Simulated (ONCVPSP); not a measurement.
**Pseudopotential generation for Ge: ONCV, PBE**

Do these settings give a usable potential? It is generated, then checked for transferability, scattering, ghosts and hardness.

Program: ONCVPSP 4.0.1.1 (patched build). Reference atom: PBE, scalar-relativistic, spherical and spin-unpolarised. All values are calculated.

### 1 Starting point

The settings as typed:

```
element                 : germanium (Ge, Z = 32)
type                    : optimised norm-conserving Vanderbilt (ONCV)
frozen core             : [Ne]
valence charge          : 22
reference configuration : 3s2 3p6 3d10 4s1.5 4p2.5
partial waves           : 3s+4s: rc 0.85 bohr, ncon 4, nbas 7, qcut 11.2 1/bohr, 2 projectors; 3p+4p: rc 1.10 bohr, ncon 4, nbas 7, qcut 12.9 1/bohr, 2 projectors; 3d: rc 0.65 bohr, ncon 3, nbas 7, qcut 14.3 1/bohr, 3 projectors, debl 2.6 Ha
local potential         : polynomial inside 0.50 bohr (lpopt 5, dvloc0 2 Ha)
core correction         : not asked for
```

The nodes and maxima of the atom's own shells, from an earlier all-electron run, set the scale for the radii.

All-electron outer shells of the reference configuration (PBE, scalar-relativistic, ld1.x):

```
shell  level (eV)  outermost node (bohr)  outermost maximum (bohr)
   2s    -1372.68                   0.06                      0.18
   2p    -1199.60                      –                      0.14
   3s     -169.40                   0.26                      0.54
   3p     -116.53                   0.23                      0.54
   3d      -30.20                      –                      0.50
   4s      -12.22                   0.77                      1.73
   4p       -4.25                   0.82                      2.19
```

### 2 Generation

Input file Ge.dat:

```
# ATOM AND REFERENCE CONFIGURATION
# atsym  z   nc   nv     iexc    psfile
  Ge 32.00    3    5        4      upf
#
#   n    l    f
    1    0    2.00
    2    0    2.00
    2    1    6.00
    3    0    2.00
    3    1    6.00
    3    2   10.00
    4    0    1.50
    4    1    2.50
#
# PSEUDOPOTENTIAL AND OPTIMIZATION
# lmax
    2
#
#   l,   rc,      ep,       ncon, nbas, qcut
    0    0.85    0.00    4    7   11.20
    1    1.10    0.00    4    7   12.90
    2    0.65    0.00    3    7   14.30
#
# LOCAL POTENTIAL
# lloc, lpopt,  rc(5),   dvloc0
    4    5    0.50    2.00
#
# VANDERBILT-KLEINMAN-BYLANDER PROJECTORs
# l, nproj, debl
    0    2    3.40
    1    2    3.00
    2    3    2.60
#
# MODEL CORE CHARGE
# icmod, fcfact, rcfact
    0    0.00    0.00
#
# LOG DERIVATIVE ANALYSIS
# epsh1, epsh2, depsh
   -8.00    5.00    0.04
#
# OUTPUT GRID
# rlmax, drl
    6.00    0.01
#
# TEST CONFIGURATIONS
# ncnf
    4
# nvcnf
#   n    l    f
    5
    3    0    2.00
    3    1    6.00
    3    2   10.00
    4    0    2.00
    4    1    2.00
#
    5
    3    0    2.00
    3    1    6.00
    3    2   10.00
    4    0    2.00
    4    1    1.00
#
    5
    3    0    2.00
    3    1    6.00
    3    2   10.00
    4    0    2.00
    4    1    0.00
#
    5
    3    0    2.00
    3    1    6.00
    3    2   10.00
    4    0    2.00
    4    1    1.50
#
```

Launch:

```bash
$ oncvpsp.x < Ge.dat > Ge.out
```

Before running it: what results should come out? Wanted: cutoffs; bound ghosts; GHOST(+) flags; largest miss of a reference level; largest test error; largest phase difference near zero energy, channels read.

As calculated:

| quantity | value |
| --- | --- |
| cutoffs | not determined |
| bound ghosts | d at -88.02 eV |
| GHOST(+) flags | s at 615 eV |
| largest miss of a reference level | 18 meV (3d) |
| largest test error (AE − PS) | -1.4 meV, for 3s2 3p6 3d10 4s2 4p0 |
| largest phase difference near zero energy, channels read | 0.000 rad |

A bound ghost (d) makes it unfit for use: electrons can fall into a state that the atom doesn't have. The worst unpolarised test, 3s2 3p6 3d10 4s2 4p0, is off by 1.4 meV on 18.9 eV; by total energies transferability rates as very good. Atomic tests can pass in spite of a ghost, since they solve only for the levels asked. Near zero energy the phases of the channels with partial waves agree within 0.001 rad. The pseudo curves have poles with no partner nearby in the atom's: d at -5.58 Ha, d at -3.23 Ha. The program also flags highly localised states, GHOST(+) (s). All of this concerns the isolated atom, not yet a solid.
